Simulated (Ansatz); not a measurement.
# CH2 on Sr(111): a dynamics run in two tries

The task is a short trajectory. The slab cell is 2×2, 3 layers thick, and the adsorbate is set down on it by hand.

Program: Ansatz 0.2.0. Level of theory: DFT PBEsol, plane waves, PAW, scalar-relativistic, no spin polarisation. These are calculated values, not measurements.

### 1 The system as given

The cell holds 15 atoms (CH2Sr12): a = 8.598 Å, b = 8.598 Å, c = 20.021 Å, α = 90.00°, β = 90.00°, γ = 60.00°.

As a file:

```xyz
15
Lattice="8.5984 0.0000 0.0000 4.2992 7.4464 0.0000 0.0000 0.0000 20.0206" Properties=species:S:1:pos:R:3 pbc="T T T"
Sr    2.1496    1.2411    1.0000
Sr    6.4488    1.2411    1.0000
Sr    4.2992    4.9643    1.0000
Sr    8.5984    4.9643    1.0000
Sr    0.0454    2.5472    4.2385
Sr    4.2447    2.3958    4.4273
Sr    2.0643    5.9984    4.4630
Sr    6.4049    6.1380    4.2873
Sr    0.0324   -0.0878    7.4633
Sr    4.1595   -0.1936    7.9977
Sr    1.9232    3.8164    7.8824
Sr    6.6504    3.9055    7.9270
C     8.6935    4.6587    9.2661
H     7.7882    4.5655    9.8863
H     9.4192    5.0282    9.8903
```

### 2 First attempt

Contents of input.yaml:

```yaml
crystal:
  lattice:
    - [8.598418, 0.0, 0.0]
    - [4.299209, 7.446449, 0.0]
    - [0.0, 0.0, 20.020579]
  atoms:
    - { symbol: Sr, position: [0.1666667, 0.1666667, 0.0499486] }
    - { symbol: Sr, position: [0.6666667, 0.1666667, 0.0499486] }
    - { symbol: Sr, position: [0.1666667, 0.6666667, 0.0499486] }
    - { symbol: Sr, position: [0.6666667, 0.6666667, 0.0499486] }
    - { symbol: Sr, position: [-0.16575009, 0.34206613, 0.21170661] }
    - { symbol: Sr, position: [0.33279553, 0.32173208, 0.22113595] }
    - { symbol: Sr, position: [-0.16268726, 0.80554343, 0.22292036] }
    - { symbol: Sr, position: [0.33275542, 0.82428539, 0.21414325] }
    - { symbol: Sr, position: [0.00966363, -0.01179171, 0.37277935] }
    - { symbol: Sr, position: [0.4967517, -0.02599953, 0.39947592] }
    - { symbol: Sr, position: [-0.03258904, 0.5125181, 0.39371614] }
    - { symbol: Sr, position: [0.5112073, 0.52448233, 0.39594046] }
    - { symbol: C, position: [0.69824432, 0.62563218, 0.46282818] }
    - { symbol: H, position: [0.59921985, 0.61310601, 0.49380902] }
    - { symbol: H, position: [0.75783709, 0.67524211, 0.49400864] }
basis:
  ecutwfc: 420.0
kpoints:
  mp_grid: { grid: [2, 2, 1] }
hamiltonian:
  xc: pbesol
scf:
  occupations: { method: fermi_dirac, width: 0.05 }
  lower_state_search: "off"
  max_iter: 88
md:
  timestep: 0.5
  n_steps: 25
  ensemble: nve
  temperature: 1800.0
  initial_velocities: maxwell_boltzmann
  seed: 457470
  constraints: [{ sites: [0, 1, 2, 3] }]
  temperature_schedule: [{ n_steps: 10, end_temperature: 100.0 }]
```

Launch:

```bash
$ ansatz run input.yaml --threads 2 --pin off --max-ram 5120MiB --backend cpu --events-out ev --progress --plain --runs-dir out
```

Before running it: what results should come out? Wanted: first try.

**Answer**, as computed:

| quantity | value |
| --- | --- |
| first try | refused |
| cause | a temperature schedule needs a thermostat, and a run at constant energy has none |

The fault in the first input was caught at the input check and cost nothing.
